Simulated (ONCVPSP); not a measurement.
# Arsenic: generating and testing an ONCV potential

Do these settings give a usable potential? It is generated, then checked for transferability, scattering, ghosts and hardness.

The numbers are computed with ONCVPSP 4.0.1 (LDA (Perdew-Zunger), scalar-relativistic, spin-unpolarised reference atom).

## 1. The atom and the settings

The settings as typed:

| Quantity | Value |
| --- | --- |
| element | arsenic (As, Z = 33) |
| type | optimised norm-conserving Vanderbilt (ONCV) |
| frozen core | [Ar] 3d10 |
| valence charge | 5 |
| reference configuration | 4s2 4p3 |
| partial waves | 4s: rc 1.65 bohr, ncon 3, nbas 7, qcut 3.7 1/bohr, 2 projectors, debl 3 Ha; 4p: rc 1.65 bohr, ncon 5, nbas 8, qcut 5.4 1/bohr, 2 projectors, debl 3.3 Ha; d scattering state at 0.26 Ha: rc 1.50 bohr, ncon 4, nbas 8, qcut 5.7 1/bohr, local |
| local potential | the d channel |
| core correction | Teter function, fcfact 5.5, rcfact 1.4 |

## 2. Generating the potential

As.dat reads:

```
# ATOM AND REFERENCE CONFIGURATION
# atsym  z   nc   nv     iexc    psfile
  As 33.00    6    2        3      upf
#
#   n    l    f
    1    0    2.00
    2    0    2.00
    2    1    6.00
    3    0    2.00
    3    1    6.00
    3    2   10.00
    4    0    2.00
    4    1    3.00
#
# PSEUDOPOTENTIAL AND OPTIMIZATION
# lmax
    2
#
#   l,   rc,      ep,       ncon, nbas, qcut
    0    1.65    0.00    3    7    3.70
    1    1.65    0.00    5    8    5.40
    2    1.50    0.26    4    8    5.70
#
# LOCAL POTENTIAL
# lloc, lpopt,  rc(5),   dvloc0
    2    5    1.50    0.00
#
# VANDERBILT-KLEINMAN-BYLANDER PROJECTORs
# l, nproj, debl
    0    2    3.00
    1    2    3.30
    2    0    1.30
#
# MODEL CORE CHARGE
# icmod, fcfact, rcfact
    3    5.50    1.40
#
# LOG DERIVATIVE ANALYSIS
# epsh1, epsh2, depsh
   -2.00    5.00    0.02
#
# OUTPUT GRID
# rlmax, drl
    6.00    0.01
#
# TEST CONFIGURATIONS
# ncnf
    4
# nvcnf
#   n    l    f
    2
    4    0    2.00
    4    1    2.00
#
    2
    4    0    2.00
    4    1    1.00
#
    2
    4    0    2.00
    4    1    0.00
#
    2
    4    0    1.00
    4    1    4.00
#
```

Run with:

```console
$ oncvpsp.x < As.dat > As.out
```

Before running it: what results should come out? Wanted: cutoffs for 1 and 0.1 mHa per electron, occupied waves; bound ghosts; GHOST(+) flags; largest test error; largest phase difference near zero energy, channels read; rms error of d²Exc/dn², without and with the model core.

As calculated:

| quantity | value |
| --- | --- |
| cutoffs for 1 and 0.1 mHa per electron, occupied waves | 23 Ha and 56 Ha |
| bound ghosts | none found |
| GHOST(+) flags | s at 211 eV, p at 203 eV (1 near or above the test basis's cutoff) |
| largest test error (AE − PS) | -150 meV, for 4s2 4p0 |
| largest phase difference near zero energy, channels read | 0.047 rad |
| rms error of d²Exc/dn², without and with the model core | 7.08 and 0.26 mHa |

In words: The worst unpolarised test, 4s2 4p0, is off by 150 meV on 55.5 eV; by total energies transferability rates as fair for so large an energy. That test lies far up in energy; among those under 40 eV, nearer to bonding, the largest error is 40 meV. The potential is of middling hardness: the looser tolerance needs 23 Ha. At the looser tolerance the 4s wave is the slowest; 4p needs 9 Ha. That counts occupied waves only; other projectors can need more. It is free of bound ghosts as far as tested. Of the channels read, d scatters worst near zero energy, by up to 0.05 rad. The program also flags highly localised states, GHOST(+) (s, p).
